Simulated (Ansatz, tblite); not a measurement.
# C₂₄H₁₄S₆: a ladder of methods and basis sets

How do method and basis change the picture of C₂₄H₁₄S₆ (singlet)?

Computed with Ansatz 0.2.0, Gaussian basis. Level: as each input shows.

The runs, in order: GFN1-xTB, GFN2-xTB, PBE-D4/def2-TZVP, r2SCAN-D4/def2-TZVP, PBE-D4/def2-SVP, PBE0-D4/def2-SVP.

1 further run of the same task is left out (set aside as unsound or not needed). Runs told in other sessions of the task aren't counted.

## 1. The geometry

The singlet was relaxed beforehand with PBE-D4/def2-SVP.

SMILES `c1csc(-c2ccc(-c3ccc(-c4ccc(-c5ccc(-c6cccs6)s5)s4)s3)s2)c1`, 44 atoms, charge 0, spin multiplicity 1.

Bond lengths: C1–C2 1.383 Å, C1–C30 1.422 Å, C1–H31 1.098 Å, C2–S3 1.730 Å, C2–H32 1.096 Å, S3–C4 1.753 Å, C4–C5 1.445 Å, C4–C30 1.396 Å, C5–C6 1.397 Å, C5–S29 1.752 Å, C6–C7 1.413 Å, C6–H33 1.098 Å, C7–C8 1.397 Å, C7–H34 1.099 Å, C8–C9 1.439 Å, C8–S29 1.754 Å, C9–C10 1.398 Å, C9–S28 1.754 Å and more. Angles: C2–C1–C30 112.9°, C2–C1–H31 123.1°, C30–C1–H31 124.0°, C1–C2–S3 111.6°, C1–C2–H32 128.7°, S3–C2–H32 119.8°, C2–S3–C4 92.2°, S3–C4–C5 121.7°, S3–C4–C30 110.1°, C5–C4–C30 128.2°, C4–C5–C6 128.2°, C4–C5–S29 121.5°, C6–C5–S29 110.2°, C5–C6–C7 113.6°, C5–C6–H33 122.7°, C7–C6–H33 123.7°, C6–C7–C8 113.7°, C6–C7–H34 123.9° and more.

PBE0-D4/def2-TZVP was run before; its log isn't repeated, and its numbers join the tables.

## 2. GFN1-xTB

Tight binding, by tblite at 300 K electronic temperature and without a spin-polarisation term:

```python
tblite.interface.Calculator('GFN1-xTB', numbers, positions, charge=0, uhf=0).singlepoint()
```

Energy -2188.1819 eV, HOMO -10.17 eV, LUMO -8.68 eV; 0.14 s.

## 3. GFN2-xTB

Tight binding, by tblite at 300 K electronic temperature and without a spin-polarisation term:

```python
tblite.interface.Calculator('GFN2-xTB', numbers, positions, charge=0, uhf=0).singlepoint()
```

Energy -2121.3325 eV, HOMO -9.58 eV, LUMO -8.14 eV; 0.14 s.

## 4. PBE-D4/def2-TZVP

start.molden holds the orbitals of an earlier run on this state, given as this run's starting guess.

File in.yaml:

```yaml
crystal:
  periodic: [false, false, false]
  atoms:
    - {symbol: C, position_ang: [10.870047, 0.355326, -0.519874]}
    - {symbol: C, position_ang: [10.748971, -1.012648, -0.686065]}
    - {symbol: S, position_ang: [9.092231, -1.511754, -0.662901]}
    - {symbol: C, position_ang: [8.529780, 0.131361, -0.426409]}
    - {symbol: C, position_ang: [7.122978, 0.442690, -0.313844]}
    - {symbol: C, position_ang: [6.526691, 1.691251, -0.124760]}
    - {symbol: C, position_ang: [5.116084, 1.639355, -0.057644]}
    - {symbol: C, position_ang: [4.595512, 0.349835, -0.193648]}
    - {symbol: C, position_ang: [3.223933, -0.084685, -0.176897]}
    - {symbol: C, position_ang: [2.700545, -1.373468, -0.312162]}
    - {symbol: C, position_ang: [1.290311, -1.420914, -0.244502]}
    - {symbol: C, position_ang: [0.696622, -0.169598, -0.055670]}
    - {symbol: C, position_ang: [-0.696455, 0.169624, 0.059622]}
    - {symbol: C, position_ang: [-1.290236, 1.420947, 0.248113]}
    - {symbol: C, position_ang: [-2.700520, 1.373503, 0.314952]}
    - {symbol: C, position_ang: [-3.223826, 0.084698, 0.179636]}
    - {symbol: C, position_ang: [-4.595415, -0.349861, 0.195426]}
    - {symbol: C, position_ang: [-5.115888, -1.639354, 0.058786]}
    - {symbol: C, position_ang: [-6.526568, -1.691217, 0.124429]}
    - {symbol: C, position_ang: [-7.122981, -0.442670, 0.313171]}
    - {symbol: C, position_ang: [-8.529886, -0.131323, 0.424380]}
    - {symbol: C, position_ang: [-9.615074, -1.007529, 0.370785]}
    - {symbol: C, position_ang: [-10.870187, -0.355443, 0.516597]}
    - {symbol: C, position_ang: [-10.749371, 1.012751, 0.681186]}
    - {symbol: S, position_ang: [-9.092683, 1.512052, 0.658219]}
    - {symbol: S, position_ang: [-5.897521, 0.805839, 0.408945]}
    - {symbol: S, position_ang: [-1.927070, -1.077194, -0.033668]}
    - {symbol: S, position_ang: [1.927313, 1.077170, 0.037416]}
    - {symbol: S, position_ang: [5.897464, -0.805887, -0.408132]}
    - {symbol: C, position_ang: [9.615110, 1.007371, -0.372382]}
    - {symbol: H, position_ang: [11.837642, 0.875152, -0.504662]}
    - {symbol: H, position_ang: [11.540513, -1.759305, -0.821233]}
    - {symbol: H, position_ang: [7.107513, 2.618725, -0.037624]}
    - {symbol: H, position_ang: [4.476690, 2.521279, 0.087402]}
    - {symbol: H, position_ang: [3.337552, -2.257144, -0.456930]}
    - {symbol: H, position_ang: [0.703547, -2.346046, -0.330600]}
    - {symbol: H, position_ang: [-0.703503, 2.346103, 0.334234]}
    - {symbol: H, position_ang: [-3.337630, 2.257208, 0.459059]}
    - {symbol: H, position_ang: [-4.476390, -2.521279, -0.085769]}
    - {symbol: H, position_ang: [-7.107360, -2.618636, 0.036422]}
    - {symbol: H, position_ang: [-9.499232, -2.090196, 0.229880]}
    - {symbol: H, position_ang: [-11.837705, -0.875408, 0.501374]}
    - {symbol: H, position_ang: [-11.541068, 1.759469, 0.815107]}
    - {symbol: H, position_ang: [9.499537, 2.089838, -0.229756]}
basis:
  gaussian: {orbitals: def2-TZVP, fitting: {mean_field: def2-universal-jkfit}, initial_orbitals: start.molden}
hamiltonian: {xc: pbe, dispersion: d4}
scf: {omitted_lower_state_checks: [starts]}
output: {orbitals: {seedname: orbitals}}
```

Run with:

```console
$ ansatz run in.yaml --threads 2 --pin off --events-out ev --progress --plain --max-ram 32768MiB --backend cuda --devices 0, --max-vram 18GiB
```

After this run come: r2SCAN-D4/def2-TZVP; PBE-D4/def2-SVP; PBE0-D4/def2-SVP.

**Question.** What will the summary of the whole plan be? Wanted: gap in def2-TZVP, named functionals, smallest and largest; binding an atom, functionals in def2-TZVP; PBE0 total energy, smallest basis above largest.

As calculated:

```
                                                 quantity                                 value
gap in def2-TZVP, named functionals, smallest and largest   1.49 eV (PBE-D4), 2.71 eV (PBE0-D4)
                binding an atom, functionals in def2-TZVP  5.19 (r2SCAN-D4) to 5.39 eV (PBE-D4)
          PBE0 total energy, smallest basis above largest        48.83 eV (def2-SVP, def2-TZVP)
```

In words: Over the named functionals in def2-TZVP the gap runs from 1.49 eV (PBE-D4) to 2.71 eV (PBE0-D4); exact exchange widens it.
